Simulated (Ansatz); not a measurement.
# RuS (quintet): from a generated start to a stationary point

Aim: relax a generated start of RuS (quintet) and see which bonds hold.

The runs use Ansatz 0.2.0, Gaussian basis; UKS PBE0/def2-TZVP.

## Step 1: The system as given

2 atoms, charge 0, spin multiplicity 5.

Atoms are counted from 1 here; the program's logs count them from 0.

Bond lengths: Ru1–S2 2.500 Å.

The start is set by covalent radii. Sticks and bond lists go by distance. No spin-orbit coupling is included. Elements past krypton take def2 core potentials.

## Step 2: Relaxation

Contents of in.yaml:

```yaml
crystal:
  periodic: [false, false, false]
  atoms:
    - {symbol: Ru, position_ang: [0.000000, 0.000000, 0.000000]}
    - {symbol: S, position_ang: [0.000000, 0.000000, 2.500000]}
basis:
  gaussian: {orbitals: def2-TZVP}
magnetization: {spin_polarized: true, initial_magnetization: 4}
hamiltonian: {xc: pbe0}
relax: {f_tol: 0.004, max_steps: 80}
```

Launch:

```
$ ansatz run in.yaml --threads 1 --pin off --events-out ev --progress --plain --max-ram 2176MiB
```

**Question.** What will these runs give? Wanted: energy gained; shift from the start; total energy; dipole moment; ⟨S²⟩.

The runs gave:

| quantity | value |
| --- | --- |
| steps | 5 |
| energy gained | 1.238 eV |
| shift from the start (rms) | 0.216 Å |
| total energy | -13412.9354 eV |
| dipole moment | 4.13 D |
| ⟨S²⟩ | 6.016 |

**Reading.** The bonds of the start are those of the end. Ru1–S2 went from 2.500 to 2.068 Å. No vibrations were run, so this is a stationary point, not a proven minimum, and this spin need not be the ground state's.
